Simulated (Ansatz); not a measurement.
**TaO₃: a line through an energy map**

Aim: follow the energy of TaO3 (Pm-3m, No. 221; 4 atoms in the cell) along one coordinate, normal strain along z, with the other held at normal strain along x = −5.5 %.

Program: Ansatz 0.2.0. Level of theory: DFT PBEsol, scalar-relativistic, plane waves, PAW. These are calculated values, not measurements.

1 further run of the same task is left out (set aside as unsound or not needed). Runs told in other sessions of the task aren't counted.

### 1 Starting point

The structure is cubic, space group Pm-3m (No. 221). Conventional cell: a = 3.922 Å, b = 3.922 Å, c = 3.922 Å, α = 90.00°, β = 90.00°, γ = 90.00°. Ta (site symmetry m-3m) is surrounded by 6 O at 1.96 Å. O (site symmetry 4/mmm) is surrounded by 2 Ta at 1.96 Å.

As a file:

```
Ta O
1.0
     3.92202    0.00000    0.00000
     0.00000    3.92202    0.00000
     0.00000    0.00000    3.92202
Ta O
1 3
Direct
  0.50000 0.50000 0.50000
  0.00000 0.50000 0.50000
  0.50000 0.50000 0.00000
  0.50000 0.00000 0.50000
```

It goes back to an entry of the Materials Project, which need not be the stable form.

It is the result of an earlier relaxation at this level (volume 15.08 Å³/atom; gap on the mesh: none (metal), site moments up to 0.2 μB).

### 2 Plan of the line

The energy is mapped over two homogeneous strains (x along [1 0 0], y along [0 1 0], z along [0 0 1] of the conventional cell).

- normal strain along x: 5 values from −11.0 to 11.0 %
- normal strain along z: 5 values from −15.0 to 15.0 %

Nothing else is relaxed (symmetry fixes all fractional coordinates). Energies count from the relaxed crystal. Points are written as (first, second).

### 3 Grid point (−5.5 %, −15.0 %)

File input.yaml:

```yaml
crystal:
  lattice:
    - [3.7063132594, 0.0, 0.0]
    - [0.0, 3.9220246131, 0.0]
    - [0.0, 0.0, 3.3337209211]
  atoms:
    - { symbol: Ta, position: [0.5, 0.5, 0.5] }
    - { symbol: O, position: [0.0, 0.5, 0.5], spin: 0.19 }
    - { symbol: O, position: [0.5, 0.5, 0.0], spin: 0.19 }
    - { symbol: O, position: [0.5, 0.0, 0.5], spin: 0.19 }
basis:
  ecutwfc: 520.0
kpoints:
  mp_grid: { grid: [10, 10, 10] }
hamiltonian:
  xc: pbesol
  pseudopotentials: { kind: paw, azcp: { folder: soft_1 } }
scf:
  occupations: { method: gaussian, width: 0.15 }
output:
  forces: true
  stress: true
  eigenvalues: true
  populations: true
  write_density: true
  write_potential: true
  elf: true
  volumetric_format: npy
magnetization:
  spin_polarized: true
```

Run with:

```bash
> ansatz run input.yaml --threads 2 --pin off --max-ram 4096MiB --backend cpu --events-out ev --progress --plain --runs-dir out
```

The session goes on with these runs: the other points of the line.

Before running it: what results should come out? Wanted: for each run, normal strain along z; energy; slope; pressure; magnetic moment; absolute magnetic moment.

**Answer**, as computed:

| normal strain along z (%) | step | energy (meV/atom) | slope (meV/atom per %) | pressure (GPa) | magnetic moment (μB per cell) | absolute magnetic moment (μB per cell) |
| --- | --- | --- | --- | --- | --- | --- |
| −15.0 | 3 | 1036 | −152 | 79 | 0.47 | 0.53 |
| −7.5 | 4 | 286 | −57 | 39 | 0.40 | 0.46 |
| 0.0 | 5 | 88 | −3 | 15 | 0.52 | 0.61 |
| 7.5 | 6 | 161 | 19 | 3 | 0.96 | 1.15 |
| 15.0 | 7 | 336 | 26 | −2 | 0.96 | 1.14 |

Energies count from the relaxed crystal. Slopes come from the forces (and the stress, where the cell changes), not from differences of energies.

Of the points computed the energy is lowest at 0.0 %, 88 meV/atom from the zero. Energies and slopes round the minimum, fitted together, put the minimum at 0.60 %, with a curvature of about 4.2 meV/atom per %². Divided by the reference volume, that is a stiffness of about 450 GPa for this pattern of strain. The well is lopsided: two grid steps out, the energy rises by 948 meV/atom towards smaller values and 247 meV/atom towards larger ones. The highest point computed, at −15.0 %, lies 948 meV/atom above the lowest. This is one cut through a surface in two coordinates; the map's lowest point lies off it. Spin-orbit coupling is left out for Ta.
